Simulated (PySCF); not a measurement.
# CBrF (SMILES F[C]Br) at UPBE0/STO-3G

What is the energy change on altering one bond length of CBrF at UPBE0/STO-3G? 

The calculation is run with PySCF 2.14.0.

10 further runs of the same task are left out: 1 that didn't finish, 9 set aside as unsound or not needed.

**1. The system as given**

The species is CBrF (3 atoms), meant as a triplet with charge 0. SMILES: `F[C]Br`. The shape is that of a GFN2-xTB optimisation.

Bond lengths: F1–C2 1.319 Å, C2–Br3 1.810 Å. Angles: F1–C2–Br3 124.5°.

**2. A single-point energy at UPBE0/STO-3G**

mol.xyz reads:

```xyz
3
CBrF
F      0.230030     1.270470     0.267290
C     -0.411350     0.216990    -0.201130
Br     0.181320    -1.487460    -0.066150
```

calc.py reads:

```python
# F[C]Br
from pyscf import gto, dft

system = gto.M(
    atom='mol.xyz',
    basis='sto-3g',
    spin=2,
    max_memory=1860,
    charge=0,
    verbose=3,
)

mf = dft.UKS(system, xc='pbe0')
mf.grids.level = 5
mf.conv_tol = 1e-10
mf.kernel()
if not mf.converged:
    mf = mf.newton().run(mf.mo_coeff, mf.mo_occ)

e_tot = mf.e_tot
print(f'total energy: {e_tot:.8f} hartree')
```

Launch:

```bash
$ OMP_NUM_THREADS=1 python calc.py
```

Log:

```text
WARN: HOMO -0.168955681703804 >= LUMO -0.317511728411979

converged SCF energy = -2681.55586266458  <S^2> = 2.0027855  2S+1 = 3.0018564
total energy: -2681.55586266 hartree
```

Run time: 5.1 s. Hardware: 1 thread of Arm Neoverse V1, shared host; peak memory 0.24 GiB.

**3. The distorted shape at the same level**

start.xyz reads:

```xyz
3

F     -0.836789     4.338517     0.024323
C     -1.478169     3.285037    -0.444097
Br     0.181320    -1.487460    -0.066150
```

run.py reads:

```python
from pyscf import gto, dft

molecule = gto.M(
    atom='start.xyz',
    spin=2,
    max_memory=1860,
    basis='sto-3g',
    verbose=4,
    charge=0,
)

calc0 = dft.UKS(molecule, xc='pbe0')
calc0.grids.level = 5
calc0.conv_tol = 1e-10
calc0.kernel()
if not calc0.converged:
    calc0 = calc0.newton().run(calc0.mo_coeff, calc0.mo_occ)

e_tot = calc0.e_tot
print('Final energy', e_tot)
```

Launch:

```bash
$ OMP_NUM_THREADS=1 python run.py
```

Log:

```text
PySCF version 2.14.0

[INPUT] num. atoms = 3
[INPUT] num. electrons = 50
[INPUT] charge = 0
[INPUT] spin (= nelec alpha-beta = 2S) = 2
[INPUT] symmetry False subgroup None
[INPUT] Mole.unit = angstrom
[INPUT] Symbol           X                Y                Z      unit          X                Y                Z       unit  Magmom
[INPUT]  1 F     -0.836789000000   4.338517000000   0.024323000000 AA   -1.581302034049   8.198608916770   0.045963808528 Bohr   0.0
[INPUT]  2 C     -1.478169000000   3.285037000000  -0.444097000000 AA   -2.793334575822   6.207820239063  -0.839221702741 Bohr   0.0
[INPUT]  3 Br     0.181320000000  -1.487460000000  -0.066150000000 AA    0.342645140906  -2.810892021246  -0.125005383140 Bohr   0.0

nuclear repulsion = 71.772537106182
number of shells = 14
number of NR pGTOs = 84
number of NR cGTOs = 28
basis = sto-3g
ecp = {}

******** <class 'pyscf.dft.uks.UKS'> ********
method = UKS
initial guess = minao
damping factor = 0
level_shift factor = 0
DIIS = <class 'pyscf.scf.diis.CDIIS'>
diis_start_cycle = 1
diis_space = 8
diis_damp = 0
SCF conv_tol = 1e-10
SCF conv_tol_grad = None
SCF max_cycles = 50
direct_scf = True
direct_scf_tol = 1e-13
number electrons alpha = 26  beta = 24
XC library pyscf.dft.libxc version 7.0.0
    S. Lehtola, C. Steigemann, M. J.T. Oliveira, and M. A.L. Marques.,  SoftwareX 7, 1–5 (2018)
XC functionals = pbe0
radial grids:
    Treutler-Ahlrichs [JCP 102, 346 (1995); DOI:10.1063/1.469408] (M4) radial grids

becke partition: Becke, JCP 88, 2547 (1988); DOI:10.1063/1.454033
pruning grids: <function nwchem_prune>
grids dens level: 5
symmetrized grids: False
atomic radii adjust function: <function treutler_atomic_radii_adjust>
small_rho_cutoff = 0
Set gradient conv threshold to 1e-05
tot grids = 131592
init E= -2677.88477814332

[... the frontier-level lines of each cycle are left out ...]



cycle= 1 E= -2681.04104164151  delta_E= -3.16  |g|= 0.216  |ddm|=  1.7


cycle= 2 E= -2674.05719513968  delta_E= 6.98  |g|= 0.326  |ddm|= 4.07


cycle= 3 E= -2681.07110440682  delta_E= -7.01  |g|= 0.104  |ddm|= 4.09
cycle= 4 E= -2681.46499530544  delta_E= -0.394  |g|= 0.0533  |ddm|= 1.64
cycle= 5 E= -2681.46773626203  delta_E= -0.00274  |g|= 0.0235  |ddm|= 0.0906
cycle= 6 E= -2681.46844379806  delta_E= -0.000708  |g|= 0.012  |ddm|= 0.0673
cycle= 7 E= -2681.46854937822  delta_E= -0.000106  |g|= 0.0042  |ddm|= 0.0146
cycle= 8 E= -2681.46856640916  delta_E= -1.7e-05  |g|= 0.000961  |ddm|= 0.00894
cycle= 9 E= -2681.4685674644  delta_E= -1.06e-06  |g|= 9.95e-05  |ddm|= 0.00292
cycle= 10 E= -2681.46856769884  delta_E= -2.34e-07  |g|= 9.03e-05  |ddm|= 0.00211
cycle= 11 E= -2681.46856796074  delta_E= -2.62e-07  |g|= 8.95e-05  |ddm|= 0.0024
cycle= 12 E= -2681.46856868235  delta_E= -7.22e-07  |g|= 8.83e-05  |ddm|= 0.00668
cycle= 13 E= -2681.46858133882  delta_E= -1.27e-05  |g|= 7.23e-05  |ddm|= 0.137
cycle= 14 E= -2681.4685854517  delta_E= -4.11e-06  |g|= 6.11e-05  |ddm|= 0.0595
cycle= 15 E= -2681.468593191  delta_E= -7.74e-06  |g|= 0.000117  |ddm|= 0.228
cycle= 16 E= -2681.46859322266  delta_E= -3.17e-08  |g|= 0.000231  |ddm|= 0.0107
cycle= 17 E= -2681.468593246  delta_E= -2.33e-08  |g|= 1.21e-05  |ddm|= 0.00844
cycle= 18 E= -2681.46859324619  delta_E= -1.97e-10  |g|= 2.96e-06  |ddm|= 0.0011
cycle= 19 E= -2681.4685932462  delta_E= -2.27e-12  |g|= 1.88e-06  |ddm|= 3.86e-05
Extra cycle  E= -2681.4685932462  delta_E= -1.36e-12  |g|= 6.24e-07  |ddm|= 1.6e-06
converged SCF energy = -2681.4685932462  <S^2> = 2.0017566  2S+1 = 3.0011709
Final energy -2681.468593246198
```

Run time: 4.8 s. Hardware: 1 thread of Arm Neoverse V1, shared host; peak memory 0.21 GiB.

**4. What came out**

Level: UPBE0/STO-3G.

| quantity | value |
| --- | --- |
| first shape: total energy | -2681.55586 Eh |
| first shape: dipole moment | 0.37 D |
| first shape: HOMO energy (highest over α and β) | -2.58 eV |
| first shape: LUMO energy (lowest over α and β) | 0.64 eV |
| first shape: ⟨S²⟩ | 2.003 |
| distorted shape: total energy | -2681.46859 Eh |
| distorted shape: dipole moment | 1.03 D |
| distorted shape: HOMO energy (highest over α and β) | -2.49 eV |
| distorted shape: LUMO energy (lowest over α and β) | -2.45 eV |
| distorted shape: ⟨S²⟩ | 2.002 |
| energy change with the C2–Br3 bond stretched from 1.810 to 5.067 Å | 2.375 eV |

**Reading.** With the C2–Br3 bond stretched from 1.810 to 5.067 Å the energy rises by 2.37 eV (229 kJ/mol). The first shape isn't relaxed at this level, so the change isn't measured from a minimum. The minimal basis adds a large error of its own.
